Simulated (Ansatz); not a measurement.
**CH5NOZn: one species, many methods**

The task here is to estimate one member of a computed series from the others.

The runs use Ansatz 0.2.0, Gaussian basis; functionals in def2-TZVPP, the program's frozen cores in correlated methods.

The runs, in order: LDA (SPW92), PBE-D4, revPBE-D4, BLYP-D4, r2SCAN-D4, B97M-V, PBE0-D4, B3LYP-D4, r2SCANh-D4, r2SCAN0-D4, HSE06-D4, BHLYP-D4, CAM-B3LYP-D4, LC-ωPBE, ωB97X-V, ωB97M-V, B2PLYP, PBE-QIDH; CCSD(T)/def2-SVP; CCSD(T)/def2-TZVPP; MP2/def2-QZVPP; extrapolation to the limit; RPA on PBE.

## The geometry

An earlier PBE0-D4 in a triple-zeta def2 set relaxation fixed the geometry.

9 atoms, charge 0, spin multiplicity 1.

Atoms are counted from 1 here; the program's logs count them from 0.

Bond lengths: N1–C2 1.428 Å, N1–H5 1.009 Å, N1–H6 1.011 Å, C2–O3 1.415 Å, C2–H7 1.098 Å, C2–H9 1.104 Å, O3–H8 0.961 Å. Angles: C2–N1–H5 112.1°, C2–N1–H6 112.3°, H5–N1–H6 109.5°, N1–C2–O3 107.5°, N1–C2–H7 108.0°, N1–C2–H9 114.0°, O3–C2–H7 110.8°, O3–C2–H9 108.8°, H7–C2–H9 107.9°, C2–O3–H8 108.1°.

The first run:

Input file in.yaml:

```yaml
crystal:
  periodic: [false, false, false]
  atoms:
    - {symbol: N, position_ang: [0.516335, 0.753086, -0.856183]}
    - {symbol: C, position_ang: [0.127751, -0.512675, -0.322601]}
    - {symbol: O, position_ang: [0.672561, -0.610328, 0.979746]}
    - {symbol: Zn, position_ang: [-1.506705, 1.368472, 2.387659]}
    - {symbol: H, position_ang: [0.531338, 0.751587, -1.864711]}
    - {symbol: H, position_ang: [-0.073862, 1.505862, -0.528551]}
    - {symbol: H, position_ang: [0.536960, -1.295030, -0.975184]}
    - {symbol: H, position_ang: [0.249286, -1.349504, 1.425711]}
    - {symbol: H, position_ang: [-0.965164, -0.657870, -0.262885]}
basis:
  gaussian: {orbitals: def2-TZVPP}
hamiltonian: {xc: lda}
output: {orbitals: {seedname: orbitals}}
```

Steps of the session up to this table: LDA; PBE-D4 (GGA); revPBE-D4 (GGA); BLYP-D4 (GGA); r2SCAN-D4 (meta-GGA); B97M-V (meta-GGA); PBE0-D4 (hybrid); B3LYP-D4 (hybrid); r2SCANh-D4 (hybrid); r2SCAN0-D4 (hybrid); HSE06-D4 (hybrid); BHLYP-D4 (hybrid); CAM-B3LYP-D4 (range-separated); LC-ωPBE (range-separated); ωB97X-V (range-separated); ωB97M-V (range-separated); B2PLYP (double hybrid); PBE-QIDH (double hybrid).

One table of the session follows, with a row left open; its other results are not shown here.

It belongs to the step «Frontier levels by functional». 

```
  functional  HOMO (eV)  gap (eV)
 LDA (SPW92)      -5.71      4.33
      PBE-D4      -5.55      4.36
   revPBE-D4      -5.46      4.35
     BLYP-D4      -5.49      4.37
   r2SCAN-D4      -5.79      4.87
      B97M-V      -5.54      4.37
     PBE0-D4      -6.33      5.77
    B3LYP-D4      -6.29      5.53
  r2SCANh-D4      -6.09      5.39
  r2SCAN0-D4      -6.51      6.11
    HSE06-D4      -5.92      5.01
    BHLYP-D4      -7.02      7.07
CAM-B3LYP-D4      -7.61      7.84
     LC-ωPBE      -8.67      9.86
     ωB97X-V          ?         ?
     ωB97M-V      -8.41      9.29
```

Estimate the missing values for ωB97X-V.

**Answer.** HOMO (eV): -8.40; gap (eV): 9.49. In the column «HOMO (eV)» it lies between ωB97M-V (-8.41) and CAM-B3LYP-D4 (-7.61).
